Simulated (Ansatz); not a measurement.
# Al2Cu: a tetragonal deformation path

This session takes Al2Cu and sets out to follow a tetragonal deformation at fixed volume.

Computed with Ansatz 0.2.0 (DFT PBE, scalar-relativistic, plane waves, PAW, unless a step's input says otherwise).

2 further runs of the same task are left out: 2 set aside as unsound or not needed.

### 1 The starting structure

The structure is tetragonal, space group I4/mcm (No. 140). Conventional cell: a = 6.052 Å, b = 6.052 Å, c = 4.883 Å, α = 90.00°, β = 90.00°, γ = 90.00°. Around Al (site symmetry m2m) lie 4 Cu at 2.58 Å and 3 Al at 2.72 to 2.90 Å. Around Cu (site symmetry 422) lie 2 Cu at 2.44 Å and 8 Al at 2.58 Å.

Structure file:

```cif
data_structure
_symmetry_space_group_name_H-M 'I4/mcm'
_symmetry_Int_Tables_number 140
_cell_length_a 6.0524
_cell_length_b 6.0524
_cell_length_c 4.8832
_cell_angle_alpha 90.000
_cell_angle_beta 90.000
_cell_angle_gamma 90.000
_cell_volume 178.88
loop_
_atom_site_label
_atom_site_type_symbol
_atom_site_symmetry_multiplicity
_atom_site_Wyckoff_symbol
_atom_site_fract_x
_atom_site_fract_y
_atom_site_fract_z
_atom_site_occupancy
Al1 Al 8 h 0.15872 0.65872 0.00000 1
Cu1 Cu 4 a 0.00000 0.00000 0.25000 1
```

This cell was relaxed beforehand with the same method: volume 14.91 Å³/atom, gap on the mesh none (metal).

### 2 The reference: the undisturbed cell on the scan's mesh

input.yaml

```yaml
crystal:
  lattice:
    - [-3.0261888737, 3.0261888737, 2.4416174552]
    - [3.0261888737, -3.0261888737, 2.4416174552]
    - [3.0261888737, 3.0261888737, -2.4416174552]
  atoms:
    - { symbol: Al, position: [0.1587211841, 0.6587211841, 0.8174423681] }
    - { symbol: Al, position: [0.6587211841, 0.8412788159, 0.5] }
    - { symbol: Al, position: [0.8412788159, 0.3412788159, 0.1825576319] }
    - { symbol: Al, position: [0.3412788159, 0.1587211841, 0.5] }
    - { symbol: Cu, position: [0.75, 0.75, 0.0] }
    - { symbol: Cu, position: [0.25, 0.25, 0.0] }
basis:
  ecutwfc: 420
kpoints:
  mp_grid: { grid: [14, 14, 14] }
hamiltonian:
  xc: pbe
scf:
  occupations: { method: gaussian, width: 0.15 }
output:
  forces: true
  stress: true
  eigenvalues: true
```

Launch:

```sh
$ ansatz run input.yaml --threads 1 --pin off --max-ram 2560MiB --backend cpu --events-out ev --progress --plain --runs-dir out
```

Output (excerpt; [...] marks lines left out):

```text
Warning: RAYON_NUM_THREADS=1 ignored (pool sized by the plan → 1); use --threads N
[...]
Pseudopotentials: kind: paw
Pseudopotential: Al, paw, valence charge 3, recommended cutoff 420 eV (normal), Al.paw.azcp
Pseudopotential: Cu, paw, valence charge 19, recommended cutoff 420 eV (normal), Cu.paw.azcp
Functional definition: PBE
[...]
Crystal: 6 atoms, lattice volume = 89.440 Å³
Basis set: ecut = 420 eV, 1713 PW (Γ), exchange–correlation on 72×72×72 points (8 copies of the dense FFT grid, shifted against one another)
Bands: 31, of which v1, the nominal top of the filled ones, is band 25 counted from 1 (24 counted from 0)
Symmetry: 16 space group operations
Space group: I4/mcm (ITA 140), of the structure as read, at distance tolerance 4.5e-5 Å
k-points: 244 of 2744
[...]
SCF iter   1: F=—  HF=-15401.343196 eV  |F-HF|=—  |Δ(HF+E_count)|=         —  Δρ=4.85e-3  dr2=1.78e-2  ethr=1.77e-3  ⟨swp⟩=7.6  Hψ=37168  notcnv=0
[...]
SCF iter   7: F=-15401.341687 eV  HF=-15401.341687 eV  |F-HF|=2.95e-8  |Δ(HF+E_count)|=   1.95e-8  Δρ=7.02e-6  dr2=2.76e-8  ethr=1.56e-10  ⟨swp⟩=4.0  Hψ=22340  notcnv=0
[...]
SCF converged after 7 iterations
Free energy (F): -15401.341687 eV
[...]
E sigma→0 (E₀):  -15401.330356 eV
Entropy (-TS):   -0.022664 eV (-3.777 meV/atom)
Fermi energy:    10.344088 eV
[...]
--- Forces (eV/Å), atoms counted from 1 ---
  atom   1  Al    -0.00939472    -0.00939472     0.00000000
  atom   2  Al     0.00939472    -0.00939472    -0.00000000
  atom   3  Al     0.00939472     0.00939472     0.00000000
  atom   4  Al    -0.00939472     0.00939472    -0.00000000
  atom   5  Cu     0.00000000     0.00000000     0.00000000
  atom   6  Cu    -0.00000000     0.00000000     0.00000000
[...]
--- Stress (GPa, compression-positive) ---
        0.115068       0.000000       0.000000
        0.000000       0.115068       0.000000
        0.000000       0.000000      -0.077287
  P = ⅓ Tr σ = 0.0509 GPa (0.509 kbar)
--- Band table (eV; the first three rows and the last of 244) ---
[...]
```

It took 50 s on 1 thread of AMD EPYC 7R43 (Zen 3), shared host; peak memory 0.75 GiB.

The reference gives a free energy of -15401.3417 eV, pressure 0.05 GPa, largest force 0.013 eV/Å and gap on the mesh none (metal).

### 3 Next: a tetragonal deformation path

At fixed volume and fractional coordinates, lengths along (0.000, 0.000, 1.000) are scaled against those across it; ρ is that ratio over its starting value.

### 4 Point ρ = 0.850

input.yaml

```yaml
crystal:
  lattice:
    - [-3.1946483107, 3.1946483107, 2.1909051264]
    - [3.1946483107, -3.1946483107, 2.1909051264]
    - [3.1946483107, 3.1946483107, -2.1909051264]
  atoms:
    - { symbol: Al, position: [0.1587211841, 0.6587211841, 0.8174423682] }
    - { symbol: Al, position: [0.6587211841, 0.8412788159, 0.5] }
    - { symbol: Al, position: [0.8412788159, 0.3412788159, 0.1825576318] }
    - { symbol: Al, position: [0.3412788159, 0.1587211841, 0.5] }
    - { symbol: Cu, position: [0.75, 0.75, 0.0] }
    - { symbol: Cu, position: [0.25, 0.25, 0.0] }
basis:
  ecutwfc: 420
kpoints:
  mp_grid: { grid: [14, 14, 14] }
hamiltonian:
  xc: pbe
scf:
  occupations: { method: gaussian, width: 0.15 }
output:
  forces: true
  stress: true
  eigenvalues: true
```

Launch:

```sh
$ ansatz run input.yaml --threads 1 --pin off --max-ram 2560MiB --backend cpu --events-out ev --progress --plain --runs-dir out
```

Output (excerpt; [...] marks lines left out):

```text
Warning: RAYON_NUM_THREADS=1 ignored (pool sized by the plan → 1); use --threads N
[...]
[... 4 set-up lines as earlier in the session ...]
[...]
Crystal: 6 atoms, lattice volume = 89.440 Å³
Basis set: ecut = 420 eV, 1727 PW (Γ), exchange–correlation on 72×72×72 points (8 copies of the dense FFT grid, shifted against one another)
Bands: 31, of which v1, the nominal top of the filled ones, is band 25 counted from 1 (24 counted from 0)
[... 2 set-up lines as earlier in the session ...]
k-points: 244 of 2744
[...]
SCF iter   1: F=—  HF=-15400.606701 eV  |F-HF|=—  |Δ(HF+E_count)|=         —  Δρ=3.43e-3  dr2=1.72e-2  ethr=1.77e-3  ⟨swp⟩=8.0  Hψ=37583  notcnv=0
[...]
SCF iter   7: F=-15400.604052 eV  HF=-15400.604052 eV  |F-HF|=8.88e-9  |Δ(HF+E_count)|=   6.25e-8  Δρ=2.66e-6  dr2=5.45e-9  ethr=2.00e-10  ⟨swp⟩=5.8  Hψ=32014  notcnv=0
[...]
SCF converged after 7 iterations
Free energy (F): -15400.604052 eV
[...]
E sigma→0 (E₀):  -15400.592436 eV
Entropy (-TS):   -0.023233 eV (-3.872 meV/atom)
Fermi energy:    10.555441 eV
[...]
--- Forces (eV/Å), atoms counted from 1 ---
  atom   1  Al    -0.24448421    -0.24448421     0.00000000
  atom   2  Al     0.24448421    -0.24448421     0.00000000
  atom   3  Al     0.24448421     0.24448421     0.00000000
  atom   4  Al    -0.24448421     0.24448421     0.00000000
  atom   5  Cu    -0.00000000    -0.00000000     0.00000000
  atom   6  Cu     0.00000000     0.00000000     0.00000000
[...]
--- Stress (GPa, compression-positive) ---
       -5.855238       0.000000      -0.000000
        0.000000      -5.855238      -0.000000
        0.000000      -0.000000      20.509929
  P = ⅓ Tr σ = 2.9332 GPa (29.332 kbar)
--- Band table (eV; the first three rows and the last of 244) ---
[...]
```

Wall time 56 s (1 thread of AMD EPYC 7R43 (Zen 3), shared host); peak memory 0.77 GiB.

### 5 Point ρ = 1.200

Edit input.yaml of step 4 so:

```diff
@@ -2,5 +2,5 @@
   lattice:
-    - [-3.1946483107, 3.1946483107, 2.1909051264]
-    - [3.1946483107, -3.1946483107, 2.1909051264]
-    - [3.1946483107, 3.1946483107, -2.1909051264]
+    - [-2.8477527604, 2.8477527604, 2.7571799929]
+    - [2.8477527604, -2.8477527604, 2.7571799929]
+    - [2.8477527604, 2.8477527604, -2.7571799929]
   atoms:
```

Launch:

```sh
$ ansatz run input.yaml --threads 1 --pin off --max-ram 2560MiB --backend cpu --events-out ev --progress --plain --runs-dir out
```

Output (excerpt; [...] marks lines left out):

```text
Warning: RAYON_NUM_THREADS=1 ignored (pool sized by the plan → 1); use --threads N
[...]
[... 4 set-up lines as earlier in the session ...]
[...]
Crystal: 6 atoms, lattice volume = 89.440 Å³
Basis set: ecut = 420 eV, 1753 PW (Γ), exchange–correlation on 72×72×72 points (8 copies of the dense FFT grid, shifted against one another)
Bands: 31, of which v1, the nominal top of the filled ones, is band 25 counted from 1 (24 counted from 0)
[... 2 set-up lines as earlier in the session ...]
k-points: 244 of 2744
[...]
SCF iter   1: F=—  HF=-15400.794927 eV  |F-HF|=—  |Δ(HF+E_count)|=         —  Δρ=3.27e-3  dr2=1.18e-2  ethr=1.77e-3  ⟨swp⟩=7.7  Hψ=36840  notcnv=0
[...]
SCF iter   7: F=-15400.793292 eV  HF=-15400.793292 eV  |F-HF|=2.95e-8  |Δ(HF+E_count)|=   4.13e-8  Δρ=9.15e-6  dr2=4.35e-8  ethr=2.00e-10  ⟨swp⟩=7.4  Hψ=30037  notcnv=0
[...]
SCF converged after 7 iterations
Free energy (F): -15400.793292 eV
[...]
E sigma→0 (E₀):  -15400.782706 eV
Entropy (-TS):   -0.021170 eV (-3.528 meV/atom)
Fermi energy:    10.391205 eV
[...]
--- Forces (eV/Å), atoms counted from 1 ---
  atom   1  Al     0.50168732     0.50168732     0.00000000
  atom   2  Al    -0.50168732     0.50168732     0.00000000
  atom   3  Al    -0.50168732    -0.50168732     0.00000000
  atom   4  Al     0.50168732    -0.50168732     0.00000000
  atom   5  Cu     0.00000000    -0.00000000     0.00000000
  atom   6  Cu    -0.00000000     0.00000000     0.00000000
[...]
--- Stress (GPa, compression-positive) ---
        6.626243       0.000000       0.000000
        0.000000       6.626243       0.000000
        0.000000       0.000000      -6.337954
  P = ⅓ Tr σ = 2.3048 GPa (23.048 kbar)
--- Band table (eV; the first three rows and the last of 244) ---
[...]
```

Wall time 41 s (1 thread of AMD EPYC 7R43 (Zen 3), shared host); peak memory 0.77 GiB.

### 6 ρ = 0.920

Edit input.yaml of step 5 so:

```diff
@@ -2,5 +2,5 @@
   lattice:
-    - [-2.8477527604, 2.8477527604, 2.7571799929]
-    - [2.8477527604, -2.8477527604, 2.7571799929]
-    - [2.8477527604, 2.8477527604, -2.7571799929]
+    - [-3.1114781418, 3.1114781418, 2.3095968185]
+    - [3.1114781418, -3.1114781418, 2.3095968185]
+    - [3.1114781418, 3.1114781418, -2.3095968185]
   atoms:
```

Launch:

```sh
$ ansatz run input.yaml --threads 1 --pin off --max-ram 2560MiB --backend cpu --events-out ev --progress --plain --runs-dir out
```

Output (excerpt; [...] marks lines left out):

```text
Warning: RAYON_NUM_THREADS=1 ignored (pool sized by the plan → 1); use --threads N
[...]
[... 4 set-up lines as earlier in the session ...]
[...]
Crystal: 6 atoms, lattice volume = 89.440 Å³
Basis set: ecut = 420 eV, 1759 PW (Γ), exchange–correlation on 72×72×72 points (8 copies of the dense FFT grid, shifted against one another)
Bands: 31, of which v1, the nominal top of the filled ones, is band 25 counted from 1 (24 counted from 0)
[... 2 set-up lines as earlier in the session ...]
k-points: 244 of 2744
[...]
SCF iter   1: F=—  HF=-15401.167547 eV  |F-HF|=—  |Δ(HF+E_count)|=         —  Δρ=4.81e-3  dr2=2.17e-2  ethr=1.77e-3  ⟨swp⟩=7.9  Hψ=37611  notcnv=0
[...]
SCF iter   7: F=-15401.164958 eV  HF=-15401.164958 eV  |F-HF|=4.25e-8  |Δ(HF+E_count)|=   1.14e-8  Δρ=6.80e-6  dr2=3.28e-8  ethr=2.00e-10  ⟨swp⟩=7.2  Hψ=31075  notcnv=0
[...]
SCF converged after 7 iterations
Free energy (F): -15401.164958 eV
[...]
E sigma→0 (E₀):  -15401.152468 eV
Entropy (-TS):   -0.024979 eV (-4.163 meV/atom)
Fermi energy:    10.464935 eV
[...]
--- Forces (eV/Å), atoms counted from 1 ---
  atom   1  Al    -0.13024422    -0.13024422     0.00000000
  atom   2  Al     0.13024422    -0.13024422     0.00000000
  atom   3  Al     0.13024422     0.13024422    -0.00000000
  atom   4  Al    -0.13024422     0.13024422    -0.00000000
  atom   5  Cu    -0.00000000     0.00000000     0.00000000
  atom   6  Cu     0.00000000     0.00000000    -0.00000000
[...]
--- Stress (GPa, compression-positive) ---
       -3.321334       0.000000       0.000000
        0.000000      -3.321334      -0.000000
        0.000000      -0.000000       8.547040
  P = ⅓ Tr σ = 0.6348 GPa (6.348 kbar)
--- Band table (eV; the first three rows and the last of 244) ---
[...]
```

Wall time 41 s (1 thread of AMD EPYC 7R43 (Zen 3), shared host); peak memory 0.76 GiB.

### 7 ρ = 1.100

Edit input.yaml of step 6 so:

```diff
@@ -2,5 +2,5 @@
   lattice:
-    - [-3.1114781418, 3.1114781418, 2.3095968185]
-    - [3.1114781418, -3.1114781418, 2.3095968185]
-    - [3.1114781418, 3.1114781418, -2.3095968185]
+    - [-2.9315578479, 2.9315578479, 2.6017930216]
+    - [2.9315578479, -2.9315578479, 2.6017930216]
+    - [2.9315578479, 2.9315578479, -2.6017930216]
   atoms:
```

Launch:

```sh
$ ansatz run input.yaml --threads 1 --pin off --max-ram 2560MiB --backend cpu --events-out ev --progress --plain --runs-dir out
```

Output (excerpt; [...] marks lines left out):

```text
[...]
SCF converged after 7 iterations
Free energy (F): -15401.159389 eV
[...]
E sigma→0 (E₀):  -15401.147931 eV
Entropy (-TS):   -0.022916 eV (-3.819 meV/atom)
Fermi energy:    10.328316 eV
[...]
--- Forces (eV/Å), atoms counted from 1 ---
  atom   1  Al     0.21528815     0.21528815     0.00000000
  atom   2  Al    -0.21528815     0.21528815    -0.00000000
  atom   3  Al    -0.21528815    -0.21528815     0.00000000
  atom   4  Al     0.21528815    -0.21528815    -0.00000000
  atom   5  Cu    -0.00000000     0.00000000     0.00000000
  atom   6  Cu    -0.00000000     0.00000000     0.00000000
[...]
--- Stress (GPa, compression-positive) ---
        3.863143       0.000000       0.000000
        0.000000       3.863143       0.000000
        0.000000       0.000000      -5.299381
  P = ⅓ Tr σ = 0.8090 GPa (8.090 kbar)
--- Band table (eV; the first three rows and the last of 244) ---
[...]
```

Wall time 43 s (1 thread of AMD EPYC 7R43 (Zen 3), shared host); peak memory 0.75 GiB.

### 8 Changed: mp_grid.shift [0.5, 0.5, 0.5], xc lda, ecutwfc left out

Edit input.yaml of step 7 so:

```diff
@@ -12,8 +12,6 @@
     - { symbol: Cu, position: [0.25, 0.25, 0.0] }
-basis:
-  ecutwfc: 420
 kpoints:
-  mp_grid: { grid: [14, 14, 14] }
+  mp_grid: { grid: [14, 14, 14], shift: [0.5, 0.5, 0.5] }
 hamiltonian:
-  xc: pbe
+  xc: lda
 scf:
@@ -22,3 +20,3 @@
   forces: true
+  eigenvalues: true
   stress: true
-  eigenvalues: true
```

Launch:

```sh
$ ansatz run input.yaml --threads 1 --pin off --max-ram 2560MiB --backend cpu --events-out ev --progress --plain --runs-dir out
```

Output (excerpt; [...] marks lines left out):

```text
Warning: RAYON_NUM_THREADS=1 ignored (pool sized by the plan → 1); use --threads N
[...]
[... 3 set-up lines as earlier in the session ...]
Functional definition: SPW92
[...]
Crystal: 6 atoms, lattice volume = 89.440 Å³
Basis set: ecut = 420 eV, 1721 PW (Γ)
Bands: 31, of which v1, the nominal top of the filled ones, is band 25 counted from 1 (24 counted from 0)
[... 2 set-up lines as earlier in the session ...]
k-points: 240 of 2744
[...]
SCF iter   1: F=—  HF=-15163.816060 eV  |F-HF|=—  |Δ(HF+E_count)|=         —  Δρ=6.01e-3  dr2=2.93e-2  ethr=1.77e-3  ⟨swp⟩=7.6  Hψ=36347  notcnv=0
[...]
SCF iter   7: F=-15163.802367 eV  HF=-15163.802367 eV  |F-HF|=1.56e-8  |Δ(HF+E_count)|=   5.80e-8  Δρ=8.53e-6  dr2=5.04e-8  ethr=2.00e-10  ⟨swp⟩=8.1  Hψ=32154  notcnv=0
[...]
SCF converged after 7 iterations
Free energy (F): -15163.802367 eV
[...]
E sigma→0 (E₀):  -15163.790135 eV
Entropy (-TS):   -0.024464 eV (-4.077 meV/atom)
Fermi energy:    10.047205 eV
[...]
--- Forces (eV/Å), atoms counted from 1 ---
  atom   1  Al     0.27839060     0.27839060     0.00000000
  atom   2  Al    -0.27839060     0.27839060    -0.00000000
  atom   3  Al    -0.27839060    -0.27839060     0.00000000
  atom   4  Al     0.27839060    -0.27839060    -0.00000000
  atom   5  Cu    -0.00000000     0.00000000     0.00000000
  atom   6  Cu     0.00000000     0.00000000     0.00000000
[...]
--- Stress (GPa, compression-positive) ---
       -2.292611       0.000000       0.000000
        0.000000      -2.292611       0.000000
        0.000000       0.000000     -11.330008
  P = ⅓ Tr σ = -5.3051 GPa (-53.051 kbar)
--- Band table (eV; the first three rows and the last of 240) ---
[...]
```

It took 37 s on 1 thread of AMD EPYC 7R43 (Zen 3), shared host; peak memory 0.74 GiB.

```tsv
run	ending	energy change	pressure (GPa)	gap (eV)	force (eV/Å)	cycles	time
step 7	converged	-	0.8	0.00	0.30	7	43 s
variant	converged	not comparable	-5.3	0.00	0.39	7	37 s
```

After a change of functional the difference of the totals has no physical meaning; the pressure goes from 0.8 to -5.3 GPa and the largest force goes from 0.30 to 0.39 eV/Å. The k-point mesh changed too.

### 9 At ρ = 0.960

Edit input.yaml of step 7 so:

```diff
@@ -2,5 +2,5 @@
   lattice:
-    - [-2.9315578479, 2.9315578479, 2.6017930216]
-    - [2.9315578479, -2.9315578479, 2.6017930216]
-    - [2.9315578479, 2.9315578479, -2.6017930216]
+    - [-3.0676486678, 3.0676486678, 2.3760656894]
+    - [3.0676486678, -3.0676486678, 2.3760656894]
+    - [3.0676486678, 3.0676486678, -2.3760656894]
   atoms:
```

Launch:

```sh
$ ansatz run input.yaml --threads 1 --pin off --max-ram 2560MiB --backend cpu --events-out ev --progress --plain --runs-dir out
```

Output (excerpt; [...] marks lines left out):

```text
[...]
SCF converged after 7 iterations
Free energy (F): -15401.301831 eV
[...]
E sigma→0 (E₀):  -15401.289712 eV
Entropy (-TS):   -0.024237 eV (-4.040 meV/atom)
Fermi energy:    10.398056 eV
[...]
--- Forces (eV/Å), atoms counted from 1 ---
  atom   1  Al    -0.07353713    -0.07353713     0.00000000
  atom   2  Al     0.07353713    -0.07353713     0.00000000
  atom   3  Al     0.07353713     0.07353713    -0.00000000
  atom   4  Al    -0.07353713     0.07353713     0.00000000
  atom   5  Cu     0.00000000     0.00000000     0.00000000
  atom   6  Cu     0.00000000     0.00000000     0.00000000
[...]
--- Stress (GPa, compression-positive) ---
       -1.667167       0.000000      -0.000000
        0.000000      -1.667167      -0.000000
        0.000000      -0.000000       3.853355
  P = ⅓ Tr σ = 0.1730 GPa (1.730 kbar)
--- Band table (eV; the first three rows and the last of 244) ---
[...]
```

Wall time 42 s (1 thread of AMD EPYC 7R43 (Zen 3), shared host); peak memory 0.76 GiB.

### 10 The scan collected

Collected from the runs (energy zero: the undisturbed cell):

```tsv
ρ	ΔE (meV/atom)	pressure (GPa)	space group
0.850	122.9	2.9	I4/mcm
0.920	29.5	0.6	I4/mcm
0.960	6.6	0.2	I4/mcm
1.000	0.0	0.1	I4/mcm
1.100	30.4	0.8	I4/mcm
1.200	91.4	2.3	I4/mcm
```

### 11 What came out

| quantity | value |
| --- | --- |
| highest point | 122.9 meV/atom at ρ = 0.850 |
| step 8, run with mp_grid.shift [0.5, 0.5, 0.5], xc lda, ecutwfc left out (against step 7) | converged; the pressure goes from 0.8 to -5.3 GPa; the largest force goes from 0.30 to 0.39 eV/Å |

What this shows: The undisturbed cell stays the lowest of the sampled points. No sampled point inside the path is a dip, apart from those named.
